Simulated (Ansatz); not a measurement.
# C5H4FN: the cost of one run

The runs use Ansatz 0.2.0, Gaussian basis; the settings change from run to run.

### Step 1. The geometry

An earlier PBE0-D4 in a triple-zeta def2 set relaxation fixed the geometry.

SMILES `Fc1ccccn1`, 11 atoms, charge 0, spin multiplicity 1.

Atoms are counted from 1 here; the program's logs count them from 0.

Bond lengths: F1–C2 1.331 Å, C2–C3 1.387 Å, C2–N7 1.303 Å, C3–C4 1.381 Å, C3–H8 1.082 Å, C4–C5 1.389 Å, C4–H9 1.084 Å, C5–C6 1.383 Å, C5–H10 1.082 Å, C6–N7 1.333 Å, C6–H11 1.086 Å. Angles: F1–C2–C3 118.2°, F1–C2–N7 116.1°, C3–C2–N7 125.8°, C2–C3–C4 116.6°, C2–C3–H8 120.6°, C4–C3–H8 122.8°, C3–C4–C5 119.2°, C3–C4–H9 120.1°, C5–C4–H9 120.7°, C4–C5–C6 118.2°, C4–C5–H10 121.4°, C6–C5–H10 120.4°, C5–C6–N7 123.3°, C5–C6–H11 120.8°, N7–C6–H11 115.9°, C2–N7–C6 116.9°.

### Step 2. B2GP-PLYP/cc-pVDZ

This run has charge +1, multiplicity 2, atoms shaken by 0.08 Å.

File in.yaml:

```yaml
crystal:
  periodic: [false, false, false]
  atoms:
    - {symbol: F, position_ang: [-0.316745, -2.646075, -0.038515]}
    - {symbol: C, position_ang: [-0.191060, -1.406461, -0.104254]}
    - {symbol: C, position_ang: [0.153438, -0.719573, 0.910380]}
    - {symbol: C, position_ang: [0.257525, 0.694367, 0.823088]}
    - {symbol: C, position_ang: [0.207827, 1.346475, -0.301934]}
    - {symbol: C, position_ang: [-0.159584, 0.351061, -1.364597]}
    - {symbol: N, position_ang: [-0.322554, -0.874414, -1.210710]}
    - {symbol: H, position_ang: [0.217293, -1.420297, 1.996666]}
    - {symbol: H, position_ang: [0.471650, 1.286237, 1.942770]}
    - {symbol: H, position_ang: [0.111956, 2.433949, -0.401649]}
    - {symbol: H, position_ang: [-0.275838, 0.924307, -2.388048]}
basis:
  gaussian: {orbitals: cc-pVDZ}
total_charge: 1
magnetization: {spin_polarized: true, initial_magnetization: 1}
hamiltonian: {xc: {name: B2GP-PLYP}}
```

Launch:

```sh
> ansatz run in.yaml --threads 4 --pin off --events-out ev --progress --plain --max-ram 10444MiB
```

**Question.** How long does this run take on 4 threads of Arm Neoverse V1, shared host, and how much memory does it need?

About 5.5 s, with a peak of 0.33 GiB.
